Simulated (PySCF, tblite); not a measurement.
# C4H3FO3Si: vibronic structure

Wanted: vibronic structure for C4H3FO3Si (`O=C1OC(=O)C([SiH3])=C1F`).

Programs: tblite 0.8.0 and PySCF 2.14.0, with routines of our own; each step states its level. All values are computed. Atoms count from 0.

## 1. The starting structure

12 atoms, charge 0, multiplicity 1; geometry from: force field or distance geometry start.

## 2. Relaxing the molecule with GFN2-xTB

What the job is given:

```
{"job": {"kind": "relax", "xc": "GFN2-xTB", "basis": "xTB"}, "charge": 0, "multiplicity": 1}
O     -3.168100    -0.813500    -0.452000
C     -2.121800    -0.270400    -0.205100
O     -1.926000     0.960900     0.310000
C     -0.610500     1.209900     0.445600
O     -0.129700     2.232000     0.892300
C      0.131900     0.031600     0.014000
Si     1.906700    -0.070400     0.040800
C     -0.780200    -0.826200    -0.360300
F     -0.595300    -2.068000    -0.848500
H      2.517700     0.955300    -0.822500
H      2.347600    -1.396000    -0.466900
H      2.428800     0.054200     1.426500
```

On the command line:

```bash
> OMP_NUM_THREADS=1 python excited_run.py task.json out
```

One launch serves the whole session: the jobs run in the order shown.

What it wrote:

```text
step      E/eV     max force
  0    -781.58658    3.954
  1    -781.77140    3.038
  2    -781.88035    1.204
  3    -781.91633    0.467
  4    -781.93358    0.296
  5    -781.94506    0.357
  6    -781.95070    0.263
  7    -781.95288    0.180
  8    -781.95365    0.127
  9    -781.95402    0.053
 10    -781.95440    0.058
 11    -781.95463    0.070
 12    -781.95482    0.047
 13    -781.95495    0.038
 14    -781.95510    0.039
 15    -781.95528    0.046
 16    -781.95543    0.040
 17    -781.95553    0.023
 18    -781.95560    0.023
 19    -781.95567    0.027
 20    -781.95574    0.029
 21    -781.95583    0.026
 22    -781.95596    0.032
 23    -781.95609    0.037
 24    -781.95620    0.031
 25    -781.95626    0.024
 26    -781.95630    0.022
 27    -781.95635    0.026
 28    -781.95642    0.037
 29    -781.95651    0.032
 30    -781.95656    0.016
 31    -781.95658    0.007
```

Wall time 0.19 s (1 thread of Arm Neoverse V1, shared host).

Along the way:

```tsv
step	energy from step 0 (eV)	largest force (eV/Å)
0	0.0000	3.9535
1	-0.1848	3.0384
2	-0.2938	1.2035
3	-0.3297	0.4671
4	-0.3470	0.2964
5	-0.3585	0.3574
6	-0.3641	0.2632
7	-0.3663	0.1797
8	-0.3671	0.1270
9	-0.3674	0.0533
10	-0.3678	0.0582
11	-0.3680	0.0705
12	-0.3682	0.0469
13	-0.3684	0.0384
14	-0.3685	0.0386
15	-0.3687	0.0457
16	-0.3688	0.0400
17	-0.3689	0.0233
18	-0.3690	0.0228
19	-0.3691	0.0271
20	-0.3692	0.0289
21	-0.3692	0.0263
22	-0.3694	0.0318
23	-0.3695	0.0365
24	-0.3696	0.0313
25	-0.3697	0.0241
26	-0.3697	0.0221
27	-0.3698	0.0258
28	-0.3698	0.0367
29	-0.3699	0.0322
30	-0.3700	0.0164
31	-0.3700	0.0070
```

Close pairs (by a distance rule), those that changed most:

```tsv
bond	before (Å)	after (Å)	change (Å)
C5–Si6	1.778	1.892	+0.114
C1–C7	1.460	1.502	+0.041
O2–C3	1.346	1.386	+0.040
C5–C7	1.307	1.335	+0.028
Si6–H11	1.486	1.460	-0.026
Si6–H10	1.486	1.460	-0.026
C7–F8	1.347	1.321	-0.026
C3–O4	1.215	1.189	-0.026
```

The end geometry stands in the next job.

## 3. Vibrational analysis with GFN2-xTB

What the job is given:

```
{"job": {"kind": "ir", "xc": "GFN2-xTB", "basis": "xTB"}, "charge": 0, "multiplicity": 1}
O     -3.228976    -0.742873    -0.428967
C     -2.158703    -0.281337    -0.201481
O     -1.948553     0.968193     0.307481
C     -0.588776     1.195222     0.451490
O     -0.154749     2.217533     0.876341
C      0.148318    -0.003125     0.003211
Si     2.038365    -0.080855     0.047607
C     -0.789867    -0.871684    -0.382054
F     -0.633876    -2.091696    -0.864103
H      2.507102     0.999151    -0.815102
H      2.393062    -1.400324    -0.466899
H      2.417850     0.091108     1.446449
```

What it wrote:

```text
mode    cm-1     km/mol
  1      44.3      0.17
  2      87.4      0.07
  3     112.1      1.46
  4     143.1      5.99
  5     215.9      2.61
  6     266.4     10.18
  7     347.8     24.71
  8     397.2     10.83
  9     434.2      3.02
 10     523.3     28.29
 11     555.2     57.68
 12     605.7      5.34
 13     617.3      0.22
 14     667.6     17.81
 15     707.1     79.80
 16     722.7      3.99
 17     745.7    139.48
 18     753.6    171.66
 19     772.3    405.66
 20     876.4     26.50
 21     914.0    158.07
 22    1052.9     30.66
 23    1175.3    396.92
 24    1251.1    135.72
 25    1674.0    160.20
 26    1810.4    695.83
 27    1839.9    201.52
 28    2309.7     40.03
 29    2315.8    282.66
 30    2316.2    294.95
```

Wall time 0.38 s (1 thread of Arm Neoverse V1, shared host).

Which atoms move in the most intense modes:

```tsv
cm⁻¹	km/mol	atoms
754	171.7	H10 59 %, H11 20 %, H9 17 %
772	405.7	H10 34 %, H11 29 %, H9 28 %
1175	396.9	C3 33 %, C5 25 %, C1 22 %, O2 15 %
1674	160.2	C7 52 %, C5 43 %
1810	695.8	C3 45 %, O4 28 %, C1 16 %, O0 11 %
1840	201.5	C1 45 %, O0 26 %, C3 17 %
2316	282.7	H10 73 %, H11 15 %
2316	294.9	H9 49 %, H11 46 %
```

## 4. Vibronic structure: TDDFT CAM-B3LYP/6-31G*

Settings changed since step 3:

```diff
@@ -1,2 +1,2 @@
-{"job": {"kind": "ir", "xc": "GFN2-xTB", "basis": "xTB"}, "charge": 0, "multiplicity": 1}
+{"job": {"kind": "vib", "xc": "CAM-B3LYP", "basis": "6-31G*", "tda": false}, "charge": 0, "multiplicity": 1}
 O     -3.228976    -0.742873    -0.428967
```

Method: TDDFT CAM-B3LYP/6-31G* vertical-gradient vibronic structure (displaced harmonic oscillators, Condon), gas phase.

What it wrote:

```text
final grid: 55392 points
cycle   1  E = -768.6324108111  dE =  2.141e+00  |g| = 1.377e+00  |ddm| = 3.833e+00
cycle   2  E = -767.9020179965  dE =  7.304e-01  |g| = 2.470e+00  |ddm| = 3.116e+00
cycle   3  E = -769.0070888973  dE = -1.105e+00  |g| = 2.223e-01  |ddm| = 2.174e+00
cycle   4  E = -769.0135749250  dE = -6.486e-03  |g| = 1.313e-01  |ddm| = 2.290e-01
cycle   5  E = -769.0166521388  dE = -3.077e-03  |g| = 1.904e-02  |ddm| = 9.469e-02
cycle   6  E = -769.0167425392  dE = -9.040e-05  |g| = 6.202e-03  |ddm| = 2.673e-02
cycle   7  E = -769.0167535456  dE = -1.101e-05  |g| = 1.929e-03  |ddm| = 8.809e-03
cycle   8  E = -769.0167545545  dE = -1.009e-06  |g| = 1.154e-03  |ddm| = 3.520e-03
cycle   9  E = -769.0167548393  dE = -2.848e-07  |g| = 3.008e-04  |ddm| = 1.402e-03
cycle  10  E = -769.0167548651  dE = -2.577e-08  |g| = 9.510e-05  |ddm| = 4.043e-04
cycle  11  E = -769.0167548680  dE = -2.915e-09  |g| = 5.748e-05  |ddm| = 1.463e-04
cycle  12  E = -769.0167548688  dE = -7.753e-10  |g| = 9.388e-06  |ddm| = 7.268e-05
converged SCF energy = -769.0167548688

Singlet excitations (eV, f): 4.226 (0.0001)  4.808 (0.0000)  5.332 (0.1137)  6.490 (0.2871)  6.694 (0.0017)  7.171 (0.0013)

State S1  4.2261 eV  f = 0.00009  H->L 0.94
  relaxed dipole 1.931 D, largest gradient of the excitation energy 0.1144 Eh/bohr
  mode    cm-1        S   lambda/meV  Raman
   27   1839.9    0.7104     162.1   1.000
   23   1175.3    0.6537      95.2   0.375
   25   1674.0    0.1971      40.9   0.230
    9    434.2    0.6309      34.0   0.049
   24   1251.1    0.1236      19.2   0.080
   21    914.0    0.1251      14.2   0.043
   13    617.3    0.1483      11.4   0.024
   20    876.4    0.0847       9.2   0.027
    7    347.8    0.1458       6.3   0.007
   12    605.7    0.0501       3.8   0.008
    3    112.1    0.0793       1.1   0.000
    6    266.4    0.0228       0.8   0.001
  reorganisation energy 0.4004 eV, total S 2.998, 0-0 3.8258 eV
  absorption maximum 4.048 eV, width 0.668 eV

State S3  5.3322 eV  f = 0.11373  H-1->L 0.79, H-3->L 0.17
  relaxed dipole 5.738 D, largest gradient of the excitation energy 0.1141 Eh/bohr
  mode    cm-1        S   lambda/meV  Raman
   25   1674.0    1.1495     238.6   1.000
   13    617.3    2.7154     207.8   0.321
   20    876.4    0.6760      73.5   0.161
   23   1175.3    0.3027      44.1   0.130
   24   1251.1    0.2458      38.1   0.119
    6    266.4    0.8609      28.4   0.019
   27   1839.9    0.0359       8.2   0.038
   10    523.3    0.0506       3.3   0.004
   22   1052.9    0.0244       3.2   0.008
    9    434.2    0.0399       2.1   0.002
   19    772.3    0.0216       2.1   0.004
   14    667.6    0.0173       1.4   0.002
  reorganisation energy 0.6532 eV, total S 6.178, 0-0 4.6791 eV
  absorption maximum 5.263 eV, width 0.716 eV

State S4  6.4899 eV  f = 0.28714  H-3->L 0.78, H-1->L 0.17
  relaxed dipole 1.023 D, largest gradient of the excitation energy 0.1016 Eh/bohr
  mode    cm-1        S   lambda/meV  Raman
   23   1175.3    2.3809     346.9   1.000
   27   1839.9    0.5135     117.1   0.529
   25   1674.0    0.4376      90.8   0.373
   24   1251.1    0.4219      65.4   0.201
   13    617.3    0.8099      62.0   0.094
   22   1052.9    0.1485      19.4   0.050
    9    434.2    0.3268      17.6   0.019
    7    347.8    0.3760      16.2   0.014
   20    876.4    0.1065      11.6   0.025
    6    266.4    0.2792       9.2   0.006
   26   1810.4    0.0404       9.1   0.040
   10    523.3    0.0617       4.0   0.005
  reorganisation energy 0.7843 eV, total S 6.268, 0-0 5.7056 eV
  absorption maximum 6.438 eV, width 0.822 eV

State T1  3.4169 eV  f = 0.00000  H-1->L 0.93
  relaxed dipole 4.740 D, largest gradient of the excitation energy 0.1472 Eh/bohr
  mode    cm-1        S   lambda/meV  Raman
   25   1674.0    2.3938     496.8   1.000
   24   1251.1    0.4802      74.5   0.112
   13    617.3    0.8437      64.6   0.048
   20    876.4    0.5495      59.7   0.063
   23   1175.3    0.2968      43.3   0.061
    6    266.4    0.5299      17.5   0.006
   22   1052.9    0.1209      15.8   0.020
   27   1839.9    0.0318       7.2   0.016
   21    914.0    0.0162       1.8   0.002
    9    434.2    0.0296       1.6   0.001
   12    605.7    0.0160       1.2   0.001
    7    347.8    0.0242       1.0   0.000
  reorganisation energy 0.7868 eV, total S 5.356, 0-0 2.6301 eV
  absorption maximum 3.263 eV, width 0.875 eV
```

It took 49 s on 1 thread of Arm Neoverse V1, shared host; peak memory 0.85 GiB.

The fields below are evaluated on a grid from the run's orbitals.

Frontier orbitals at CAM-B3LYP/6-31G*, with the share of their density that lies nearest to each atom:

```tsv
orbital	energy (eV)	lies on
HOMO	-10.07	O0, O4 about 36 % each; O2 10 %
LUMO	-1.82	C5, C7 about 19 % each; C1 15 %; O0, O4 about 13 % each
```

ELF in a plane through or near 10 of the atoms.

Values, 10 rows by 14 columns:
```
0.00 0.00 0.00 0.00 0.00 0.00 0.00 0.00 0.00 0.00 0.00 0.00 0.00 0.00
0.00 0.00 0.00 0.00 0.00 0.00 0.06 0.19 0.02 0.00 0.00 0.00 0.00 0.00
0.00 0.00 0.00 0.00 0.00 0.23 0.85 0.92 0.47 0.01 0.00 0.00 0.00 0.00
0.00 0.00 0.00 0.01 0.02 0.05 0.77 0.82 0.25 0.84 0.64 0.00 0.00 0.00
0.00 0.00 0.01 0.30 0.42 0.22 0.51 0.94 0.44 0.73 0.12 0.26 0.06 0.00
0.00 0.00 0.02 0.18 0.67 0.23 0.81 0.65 0.51 0.39 0.82 0.91 0.47 0.00
0.00 0.00 0.02 0.83 1.00 0.84 0.07 0.33 0.45 0.12 0.73 0.86 0.21 0.00
0.00 0.00 0.01 0.94 1.00 0.94 0.02 0.87 0.68 0.42 0.01 0.07 0.00 0.00
0.00 0.00 0.00 0.00 0.08 0.02 0.00 0.18 0.25 0.03 0.00 0.00 0.00 0.00
0.00 0.00 0.00 0.00 0.00 0.00 0.00 0.00 0.00 0.00 0.00 0.00 0.00 0.00
```
The map spans 11.8 Å across and 10.0 Å up, centred on the molecule. Atoms in the plane (x, y in Å): O0 (3.3, -0.6), C1 (2.2, -0.2), O2 (1.9, 1.2), C3 (0.5, 1.3), O4 (0.0, 2.4), C5 (-0.1, 0.0), Si6 (-2.0, -0.2), C7 (0.9, -0.9), F8 (0.8, -2.2), H10 (-2.3, -1.7).

On the surface of density 0.002 e/bohr³ the electrostatic potential runs, from the 1st to the 99th percentile, from -1.21 V near O4 to 1.68 V near C1.

## 5. Outcome

```
                                                                                        quantity                     value
                                                       strongest single infrared mode (GFN2-xTB)     1810 cm⁻¹, 696 km/mol
                                                                    zero-point energy (GFN2-xTB)             37.5 kcal/mol
S1: vertical, reorganisation, 0-0, total S (step 4, TDDFT CAM-B3LYP/6-31G*, modes from GFN2-xTB)  4.23, 0.40, 3.83 eV; 3.0
S3: vertical, reorganisation, 0-0, total S (step 4, TDDFT CAM-B3LYP/6-31G*, modes from GFN2-xTB)  5.33, 0.65, 4.68 eV; 6.2
S4: vertical, reorganisation, 0-0, total S (step 4, TDDFT CAM-B3LYP/6-31G*, modes from GFN2-xTB)  6.49, 0.78, 5.71 eV; 6.3
                                                           surface potential, 1st and 99th percentile        -1.21 V and 1.68 V
```

In words: No mode is imaginary among the 30: a minimum at this level. The strongest single mode, at 1810 cm⁻¹, moves mainly C3 and O4. Unscaled tight-binding wavenumbers are off by several per cent, some by more. Its intensities can rank the bands wrongly. The vibronic model keeps the ground-state modes (from xTB) and shifts them along the gradient alone, so it can miss much of the relaxation that a full optimisation finds. At CAM-B3LYP/6-31G*, counted by nearest atom on the grid, the HOMO lies on O0, O4 about 36 % each; O2 10 %, the LUMO on C5, C7 about 19 % each; C1 15 %.
